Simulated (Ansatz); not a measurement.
Run this with Ansatz's Python interface and show what comes out.

Script `torsion.py`:
```python
# -*- coding: utf-8 -*-
import warnings

import ansatz as az
from ase import Atoms

warnings.simplefilter("ignore", az.DeckWarning)

atoms = Atoms(["C", "B", "Si", "F", "F", "H", "H", "H", "H", "H"], positions=[
    (-1.3133, -0.6414, 0.4135),
    (0.1277, -0.1695, 0.7207),
    (1.2051, 0.6217, -0.679),
    (1.4674, -0.4578, -1.9469),
    (0.5184, 2.0323, -1.2377),
    (-1.9415, 0.3063, 0.0709),
    (-1.3375, -1.3575, -0.3997),
    (-1.7911, -1.0058, 1.3062),
    (0.5787, -0.3072, 1.8474),
    (2.5692, 0.9278, -0.0925),
])

first = (
    az.Crystal.molecule_from_ase(atoms).calculation()
    .basis(gaussian="def2-SVP")
    .functional("pbe0")
    .relax(force_tolerance=0.02, max_steps=80)
)
atoms.positions = first.run(threads=1, backend="cpu").report["positions_ang"]

start = atoms.get_dihedral(0, 1, 2, 3)
energies = {}
for turn in range(0, 360, 40):
    turned = atoms.copy()
    turned.set_dihedral(0, 1, 2, 3, start + turn, indices=[2, 3, 4, 9])
    setup = (
        az.Crystal.molecule_from_ase(turned).calculation()
        .basis(gaussian="def2-SVP")
        .functional("pbe0")
    )
    energies[round((start + turn) % 360)] = setup.run(threads=1, backend="cpu").report["free_energy_ev"]
floor = min(energies.values())
print("dihedral C0-B1-Si2-F3 (deg)   E - E(min) (kcal/mol)")
for angle, e in sorted(energies.items()):
    print(f"{angle:8d} {23.060548 * (e - floor):14.3f}  " + "#" * int(30 * (e - floor) / max(max(energies.values()) - floor, 1e-9)))
```

`python torsion.py` gives:
```text
dihedral C0-B1-Si2-F3 (deg)   E - E(min) (kcal/mol)
      30          0.465  #################
      70          0.793  ##############################
     110          0.578  #####################
     150          0.710  ##########################
     190          0.569  #####################
     230          0.140  #####
     270          0.470  #################
     310          0.441  ################
     350          0.000
```

What to keep in mind:
- These settings explore the input space; basis and method may be short of convergence.
- The scan is rigid and the energies are electronic, in a modest basis. With rigid groups the curve can differ much from the relaxed path, the start wasn't checked as a minimum of this torsion, and equivalent turns needn't return to the same energy.
- Run time: 120 s on 1 thread of Arm Neoverse V1, on a shared host, peak memory 0.28 GiB.

(A comment or docstring line of the script was reworded after the run, the code is as it ran; lines on the test bed's own set-up are left out of the output.)
